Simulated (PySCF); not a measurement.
# H2Si···H3N···CN: magnetic exchange

Aim: compute the magnetic exchange of H2Si···H3N···CN.

Programs: PySCF 2.14.0, with routines of our own; each step states its level. All values are computed. Atoms count from 0.

### Step 1. The starting structure

9 atoms, charge 0, high-spin multiplicity 4; geometry from: GFN2-xTB fragments, placed rigidly.

The system (radical pair across a spacer): H2Si···H3N···CN. The radical centres are 4.97 Å apart, face to face; the spin sites are atoms 0, 1, 2 (2 unpaired) and atoms 3, 4 (1 unpaired).

### Step 2. Magnetic exchange: CASSCF and SC-NEVPT2/def2-SVP (3,3)

Job settings and geometry (Å):

```
{"job": {"kind": "cas", "basis": "def2-SVP", "active": "magnetic", "zfs": false}, "charge": 0, "high_spin_multiplicity": 4, "spin_sites": [[[0, 1, 2], 2], [[3, 4], 1]]}
Si     0.000000     0.278200    -2.319100
H      1.270700    -0.405800    -2.319100
H     -1.270700    -0.405800    -2.319100
C      0.000000     0.278200     2.653800
N      0.000000    -0.857500     2.653800
N     -0.000000     0.278200     0.687500
H      0.943300     0.312500     0.320700
H     -0.442000    -0.555800     0.320700
H     -0.501300     1.077900     0.320700
```

With the program's defaults for keys left out, this is: CASSCF and SC-NEVPT2/def2-SVP spin states, gas phase.

Started as:

```sh
OMP_NUM_THREADS=1 python exch_run.py task.json out
```

This one command runs all jobs of the session in turn.

The log of the run:

```text
start orbitals: natural orbitals of the high-spin HF determinant (converged)
active space: 3 electrons in 3 orbitals, 18 closed; orbitals optimised for multiplicities 4 2
macro   0  E = -438.1551139836  dE =  0.000e+00  |g| = 7.348e-02
macro   1  E = -438.1562726546  dE = -1.159e-03  |g| = 2.833e-02
macro   2  E = -438.1564288185  dE = -1.562e-04  |g| = 1.583e-02
macro   3  E = -438.1564796346  dE = -5.082e-05  |g| = 7.943e-03
macro   4  E = -438.1565185946  dE = -3.896e-05  |g| = 8.069e-03
macro   5  E = -438.1565480827  dE = -2.949e-05  |g| = 6.374e-03
macro   6  E = -438.1565640428  dE = -1.596e-05  |g| = 4.358e-03
macro   7  E = -438.1565716150  dE = -7.572e-06  |g| = 2.234e-03
macro   8  E = -438.1565734118  dE = -1.797e-06  |g| = 1.097e-03
macro   9  E = -438.1565738341  dE = -4.223e-07  |g| = 4.981e-04
macro  10  E = -438.1565739527  dE = -1.186e-07  |g| = 2.510e-04
macro  11  E = -438.1565739808  dE = -2.812e-08  |g| = 1.433e-04
CASSCF converged, mean energy = -438.1565739808
2S+1 = 4  root 0  E(CAS) = -438.15142646  E(NEVPT2) = -438.67671849  occupations 1.000 1.000 1.000
2S+1 = 2  root 0  E(CAS) = -438.16172150  E(NEVPT2) = -438.69231720  occupations 1.365 1.017 0.618
```

It took 1.2 s on 1 thread of Intel Xeon 6975P-C, shared host.

From this job:

```csv
quantity,value
J (CASSCF),-753 cm⁻¹
J (NEVPT2),-1141 cm⁻¹
low less high spin (NEVPT2),-9.8 kcal/mol
```

Mulliken spin populations of the high-spin state:

```csv
atom,value (e)
Si0,1.92
H1,0.04
H2,0.04
C3,0.21
N4,0.57
N5,0.21
H6,0.00
H7,0.00
H8,0.01
```

### Step 3. Magnetic exchange: HF/def2-SVP

Settings changed since step 2:

```diff
@@ -1,2 +1,2 @@
-{"job": {"kind": "cas", "basis": "def2-SVP", "active": "magnetic", "zfs": false}, "charge": 0, "high_spin_multiplicity": 4, "spin_sites": [[[0, 1, 2], 2], [[3, 4], 1]]}
+{"job": {"kind": "bs", "xc": "HF", "basis": "def2-SVP", "rks": false}, "charge": 0, "high_spin_multiplicity": 4, "spin_sites": [[[0, 1, 2], 2], [[3, 4], 1]]}
 Si     0.000000     0.278200    -2.319100
```

Level: HF/def2-SVP high-spin and broken-symmetry single points, gas phase.

The log of the run:

```text
high-spin state, multiplicity 4
final grid: 71984 points
cycle   1  E = -438.0441451236  dE =  4.361e-02  |g| = 3.645e-01  |ddm| = 2.151e+00
cycle   2  E = -438.1247161540  dE = -8.057e-02  |g| = 2.542e-01  |ddm| = 5.910e-01
cycle   3  E = -438.1547272778  dE = -3.001e-02  |g| = 6.706e-02  |ddm| = 2.205e-01
cycle   4  E = -438.1619369522  dE = -7.210e-03  |g| = 3.522e-02  |ddm| = 1.302e-01
cycle   5  E = -438.1643379287  dE = -2.401e-03  |g| = 2.349e-02  |ddm| = 6.594e-02
cycle   6  E = -438.1660335180  dE = -1.696e-03  |g| = 1.571e-02  |ddm| = 6.165e-02
cycle   7  E = -438.1672039406  dE = -1.170e-03  |g| = 8.502e-03  |ddm| = 7.108e-02
cycle   8  E = -438.1675555451  dE = -3.516e-04  |g| = 4.505e-03  |ddm| = 4.327e-02
cycle   9  E = -438.1676501052  dE = -9.456e-05  |g| = 2.791e-03  |ddm| = 2.004e-02
cycle  10  E = -438.1676915777  dE = -4.147e-05  |g| = 1.633e-03  |ddm| = 1.395e-02
cycle  11  E = -438.1677075353  dE = -1.596e-05  |g| = 8.851e-04  |ddm| = 1.016e-02
cycle  12  E = -438.1677117005  dE = -4.165e-06  |g| = 4.870e-04  |ddm| = 4.900e-03
cycle  13  E = -438.1677128503  dE = -1.150e-06  |g| = 2.442e-04  |ddm| = 2.438e-03
cycle  14  E = -438.1677131189  dE = -2.686e-07  |g| = 1.231e-04  |ddm| = 1.176e-03
cycle  15  E = -438.1677131785  dE = -5.958e-08  |g| = 6.141e-05  |ddm| = 6.270e-04
cycle  16  E = -438.1677131896  dE = -1.105e-08  |g| = 3.584e-05  |ddm| = 1.964e-04
cycle  17  E = -438.1677131947  dE = -5.101e-09  |g| = 2.141e-05  |ddm| = 1.578e-04
converged SCF energy = -438.1677131947

broken-symmetry state, M_S = 0.5, start: spins of the second site flipped
final grid: 71984 points
cycle   1  E = -438.1673227802  dE = -1.832e-02  |g| = 4.899e-02  |ddm| = 1.899e-01
cycle   2  E = -438.1709787218  dE = -3.656e-03  |g| = 2.792e-02  |ddm| = 8.165e-02
cycle   3  E = -438.1728690020  dE = -1.890e-03  |g| = 1.354e-02  |ddm| = 8.107e-02
cycle   4  E = -438.1732798005  dE = -4.108e-04  |g| = 8.303e-03  |ddm| = 3.503e-02
cycle   5  E = -438.1734787992  dE = -1.990e-04  |g| = 3.242e-03  |ddm| = 3.310e-02
cycle   6  E = -438.1735096979  dE = -3.090e-05  |g| = 2.081e-03  |ddm| = 9.762e-03
cycle   7  E = -438.1735237511  dE = -1.405e-05  |g| = 1.311e-03  |ddm| = 6.705e-03
cycle   8  E = -438.1735305607  dE = -6.810e-06  |g| = 8.268e-04  |ddm| = 5.021e-03
cycle   9  E = -438.1735339015  dE = -3.341e-06  |g| = 4.657e-04  |ddm| = 4.223e-03
cycle  10  E = -438.1735349231  dE = -1.022e-06  |g| = 2.907e-04  |ddm| = 2.038e-03
cycle  11  E = -438.1735354281  dE = -5.050e-07  |g| = 1.299e-04  |ddm| = 1.793e-03
cycle  12  E = -438.1735355076  dE = -7.945e-08  |g| = 5.846e-05  |ddm| = 7.016e-04
cycle  13  E = -438.1735355213  dE = -1.371e-08  |g| = 3.325e-05  |ddm| = 2.759e-04
cycle  14  E = -438.1735355237  dE = -2.476e-09  |g| = 2.001e-05  |ddm| = 1.057e-04
converged SCF energy = -438.1735355237

<S^2> high spin = 3.8388, broken symmetry = 1.7880
E(HS) - E(BS) = 1277.85 cm-1
J_noodleman = -638.93 cm-1
J_unprojected = -425.95 cm-1
J_yamaguchi = -623.10 cm-1
```

It took 0.5 s on 1 thread of Intel Xeon 6975P-C, shared host.

In short:

```csv
quantity,value
J (Yamaguchi),-623 cm⁻¹
"low less high spin, projected",-5.5 kcal/mol
```

### Step 4. Magnetic exchange: wB97X/def2-SVP

Settings changed since step 3:

```diff
@@ -1,2 +1,2 @@
-{"job": {"kind": "bs", "xc": "HF", "basis": "def2-SVP", "rks": false}, "charge": 0, "high_spin_multiplicity": 4, "spin_sites": [[[0, 1, 2], 2], [[3, 4], 1]]}
+{"job": {"kind": "bs", "xc": "wB97X", "grid": 1, "basis": "def2-SVP", "rks": false}, "charge": 0, "high_spin_multiplicity": 4, "spin_sites": [[[0, 1, 2], 2], [[3, 4], 1]]}
 Si     0.000000     0.278200    -2.319100
```

Method: wB97X/def2-SVP high-spin and broken-symmetry single points, gas phase.

The log of the run:

```text
high-spin state, multiplicity 4
final grid: 34192 points
cycle   1  E = -439.5664650324  dE = -1.971e-02  |g| = 4.210e-02  |ddm| = 2.355e-01
cycle   2  E = -439.5690198835  dE = -2.555e-03  |g| = 2.422e-02  |ddm| = 8.295e-02
cycle   3  E = -439.5698667373  dE = -8.469e-04  |g| = 1.594e-02  |ddm| = 3.800e-02
cycle   4  E = -439.5705604920  dE = -6.938e-04  |g| = 9.921e-03  |ddm| = 4.262e-02
cycle   5  E = -439.5708627562  dE = -3.023e-04  |g| = 5.600e-03  |ddm| = 2.969e-02
cycle   6  E = -439.5710547848  dE = -1.920e-04  |g| = 4.221e-03  |ddm| = 3.412e-02
cycle   7  E = -439.5711072119  dE = -5.243e-05  |g| = 1.566e-03  |ddm| = 1.819e-02
cycle   8  E = -439.5711249148  dE = -1.770e-05  |g| = 5.765e-04  |ddm| = 1.416e-02
cycle   9  E = -439.5711265160  dE = -1.601e-06  |g| = 2.341e-04  |ddm| = 3.633e-03
cycle  10  E = -439.5711267463  dE = -2.303e-07  |g| = 9.731e-05  |ddm| = 1.415e-03
cycle  11  E = -439.5711267784  dE = -3.214e-08  |g| = 3.163e-05  |ddm| = 5.410e-04
cycle  12  E = -439.5711267813  dE = -2.911e-09  |g| = 1.620e-05  |ddm| = 1.293e-04
converged SCF energy = -439.5711267813

broken-symmetry state, M_S = 0.5, start: spins of the second site flipped
final grid: 34192 points
cycle   1  E = -439.5791694192  dE = -1.317e-02  |g| = 2.959e-02  |ddm| = 2.104e-01
cycle   2  E = -439.5816623927  dE = -2.493e-03  |g| = 1.444e-02  |ddm| = 9.330e-02
cycle   3  E = -439.5823177435  dE = -6.554e-04  |g| = 1.274e-02  |ddm| = 5.561e-02
cycle   4  E = -439.5825560467  dE = -2.383e-04  |g| = 2.724e-03  |ddm| = 3.679e-02
cycle   5  E = -439.5825875379  dE = -3.149e-05  |g| = 1.827e-03  |ddm| = 1.948e-02
cycle   6  E = -439.5825903199  dE = -2.782e-06  |g| = 6.510e-04  |ddm| = 3.179e-03
cycle   7  E = -439.5825919113  dE = -1.591e-06  |g| = 3.114e-04  |ddm| = 3.228e-03
cycle   8  E = -439.5825924592  dE = -5.478e-07  |g| = 1.667e-04  |ddm| = 1.963e-03
cycle   9  E = -439.5825926325  dE = -1.733e-07  |g| = 8.175e-05  |ddm| = 1.132e-03
cycle  10  E = -439.5825926716  dE = -3.916e-08  |g| = 3.975e-05  |ddm| = 5.697e-04
cycle  11  E = -439.5825926788  dE = -7.206e-09  |g| = 1.806e-05  |ddm| = 2.351e-04
converged SCF energy = -439.5825926788

<S^2> high spin = 3.7665, broken symmetry = 1.6121
E(HS) - E(BS) = 2516.47 cm-1
J_noodleman = -1258.24 cm-1
J_unprojected = -838.82 cm-1
J_yamaguchi = -1168.10 cm-1
```

Wall time 3.7 s (1 thread of Intel Xeon 6975P-C, shared host); peak memory 0.33 GiB.

From this job:

```csv
quantity,value
J (Yamaguchi),-1168 cm⁻¹
"low less high spin, projected",-10.1 kcal/mol
```

### Step 5. Magnetic exchange: CASSCF and SC-NEVPT2/def2-SVP (5,5)

Settings changed since step 4:

```diff
@@ -1,2 +1,2 @@
-{"job": {"kind": "bs", "xc": "wB97X", "grid": 1, "basis": "def2-SVP", "rks": false}, "charge": 0, "high_spin_multiplicity": 4, "spin_sites": [[[0, 1, 2], 2], [[3, 4], 1]]}
+{"job": {"kind": "cas", "basis": "def2-SVP", "active": "natural", "max": 7, "thr": 0.008, "zfs": false}, "charge": 0, "high_spin_multiplicity": 4, "spin_sites": [[[0, 1, 2], 2], [[3, 4], 1]]}
 Si     0.000000     0.278200    -2.319100
```

Method: CASSCF and SC-NEVPT2/def2-SVP spin states, gas phase.

The log of the run:

```text
start orbitals: natural orbitals of the high-spin HF determinant (converged)
active space: 5 electrons in 5 orbitals, 17 closed; orbitals optimised for multiplicities 4 2
macro   0  E = -438.1802988367  dE =  0.000e+00  |g| = 7.267e-02
macro   1  E = -438.1819391686  dE = -1.640e-03  |g| = 2.528e-02
macro   2  E = -438.1822812517  dE = -3.421e-04  |g| = 1.094e-02
macro   3  E = -438.1823222915  dE = -4.104e-05  |g| = 5.866e-03
macro   4  E = -438.1823425092  dE = -2.022e-05  |g| = 3.560e-03
macro   5  E = -438.1823508912  dE = -8.382e-06  |g| = 3.395e-03
macro   6  E = -438.1823602804  dE = -9.389e-06  |g| = 2.280e-03
macro   7  E = -438.1823628790  dE = -2.599e-06  |g| = 1.363e-03
macro   8  E = -438.1823639184  dE = -1.039e-06  |g| = 6.530e-04
macro   9  E = -438.1823641392  dE = -2.208e-07  |g| = 3.496e-04
macro  10  E = -438.1823642171  dE = -7.795e-08  |g| = 1.658e-04
CASSCF converged, mean energy = -438.1823642171
2S+1 = 4  root 0  E(CAS) = -438.17669763  E(NEVPT2) = -438.68367001  occupations 1.947 1.002 1.000 0.999 0.053
2S+1 = 2  root 0  E(CAS) = -438.18803080  E(NEVPT2) = -438.70036168  occupations 1.948 1.384 1.016 0.601 0.051
```

It took 0.5 s on 1 thread of Intel Xeon 6975P-C, shared host; peak memory 0.33 GiB.

Key values:

```csv
quantity,value
J (CASSCF),-829 cm⁻¹
J (NEVPT2),-1221 cm⁻¹
low less high spin (NEVPT2),-10.5 kcal/mol
```

### Step 6. Magnetic exchange: CASSCF and SC-NEVPT2/pcseg-1 (3,3)

Settings changed since step 5:

```diff
@@ -1,2 +1,2 @@
-{"job": {"kind": "cas", "basis": "def2-SVP", "active": "natural", "max": 7, "thr": 0.008, "zfs": false}, "charge": 0, "high_spin_multiplicity": 4, "spin_sites": [[[0, 1, 2], 2], [[3, 4], 1]]}
+{"job": {"kind": "cas", "basis": "pcseg-1", "active": "magnetic", "zfs": false, "x2c": false}, "charge": 0, "high_spin_multiplicity": 4, "spin_sites": [[[0, 1, 2], 2], [[3, 4], 1]]}
 Si     0.000000     0.278200    -2.319100
```

Level: CASSCF and SC-NEVPT2/pcseg-1 spin states, gas phase.

The log of the run:

```text
start orbitals: natural orbitals of the high-spin HF determinant (converged)
active space: 3 electrons in 3 orbitals, 18 closed; orbitals optimised for multiplicities 4 2
macro   0  E = -438.3062544767  dE =  0.000e+00  |g| = 7.314e-02
macro   1  E = -438.3074356335  dE = -1.181e-03  |g| = 2.913e-02
macro   2  E = -438.3076030192  dE = -1.674e-04  |g| = 1.673e-02
macro   3  E = -438.3076598302  dE = -5.681e-05  |g| = 8.264e-03
macro   4  E = -438.3077043971  dE = -4.457e-05  |g| = 8.523e-03
macro   5  E = -438.3077367765  dE = -3.238e-05  |g| = 6.671e-03
macro   6  E = -438.3077526972  dE = -1.592e-05  |g| = 4.250e-03
macro   7  E = -438.3077590350  dE = -6.338e-06  |g| = 2.035e-03
macro   8  E = -438.3077603555  dE = -1.320e-06  |g| = 9.776e-04
macro   9  E = -438.3077606744  dE = -3.189e-07  |g| = 4.378e-04
macro  10  E = -438.3077607659  dE = -9.150e-08  |g| = 2.122e-04
CASSCF converged, mean energy = -438.3077607659
2S+1 = 4  root 0  E(CAS) = -438.30234097  E(NEVPT2) = -438.82282570  occupations 1.000 1.000 1.000
2S+1 = 2  root 0  E(CAS) = -438.31318057  E(NEVPT2) = -438.83916904  occupations 1.373 1.017 0.610
```

Run time: 1.2 s. Hardware: 1 thread of Intel Xeon 6975P-C, shared host; peak memory 0.33 GiB.

In short:

```csv
quantity,value
J (CASSCF),-793 cm⁻¹
J (NEVPT2),-1196 cm⁻¹
low less high spin (NEVPT2),-10.3 kcal/mol
```

### Step 7. Spin gaps side by side

J for H = −2J S1·S2; the gap is low spin less high spin (projected; unprojected where the broken-symmetry state collapsed; or NEVPT2):

```csv
step,level,geometry,J (cm⁻¹),gap (kcal/mol),time
2,"CASSCF and SC-NEVPT2/def2-SVP (3,3)",one,-1141,-9.8,1.2 s
3,HF/def2-SVP,one,-623,-5.5,0.5 s
4,wB97X/def2-SVP,one,-1168,-10.1,3.7 s
5,"CASSCF and SC-NEVPT2/def2-SVP (5,5)",one,-1221,-10.5,0.5 s
6,"CASSCF and SC-NEVPT2/pcseg-1 (3,3)",one,-1196,-10.3,1.2 s
```

CASSCF times leave out a start SCF that an earlier step had already made.

### Step 8. What came out

| quantity | value |
| --- | --- |
| J (CASSCF) (step 2, CASSCF and SC-NEVPT2/def2-SVP (3,3)) | -753 cm⁻¹ |
| J (NEVPT2) (step 2, CASSCF and SC-NEVPT2/def2-SVP (3,3)) | -1141 cm⁻¹ |
| low less high spin (NEVPT2) (step 2, CASSCF and SC-NEVPT2/def2-SVP (3,3)) | -9.8 kcal/mol |
| J | -1221 (CASSCF and SC-NEVPT2/def2-SVP (5,5)) to -623 cm⁻¹ (HF/def2-SVP) |

**Reading.** A high-spin site of main-group atoms was assumed; a lower spin there may lie lower, outside the spin ladder used here. The levels with a meaningful J put the low-spin state lower (antiferromagnetic coupling), from -1221 to -623 cm⁻¹.
